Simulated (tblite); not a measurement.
# FGeH7NSi2: the cost of one run

Computed with tblite 0.8.0 and PySCF 2.14.0; each step states its level. No surroundings beyond the atoms listed, unless a continuum is named. Atoms count from 0, parts from 1.

## (1) Starting point

12 atoms, charge 0, multiplicity 2; geometry: distance geometry start.

## (2) Relaxing the cluster with GFN2-xTB

Job settings and geometry (Å):

```
{"job": {"kind": "relax", "xc": "GFN2-xTB", "basis": "xTB"}, "charge": 0, "multiplicity": 2}
Si    -0.752187     1.174591    -0.453959
N      0.511332     0.837787    -1.734298
Si     2.243857     0.874638    -1.145206
Ge    -0.327008     0.358814     1.661250
F     -2.332385     1.125292    -0.959496
H      0.274517     0.088314    -2.390972
H      2.888877     2.014624    -1.715477
H      2.271926     0.952736     0.261497
H      2.915633    -0.292386    -1.547774
H     -0.556941    -1.144198     1.667285
H     -1.260123     1.001419     2.663990
H      1.104518     0.654000     2.031745
```

Level: GFN2-xTB geometry optimisation, gas phase.

On the command line:

```
$ OMP_NUM_THREADS=1 python cluster_run.py task.json out
```

One launch serves the whole session: the jobs run in the order shown.

**Question.** How long does this first job take on 1 thread of AMD EPYC 7R43, shared host?

About 3.8 s.
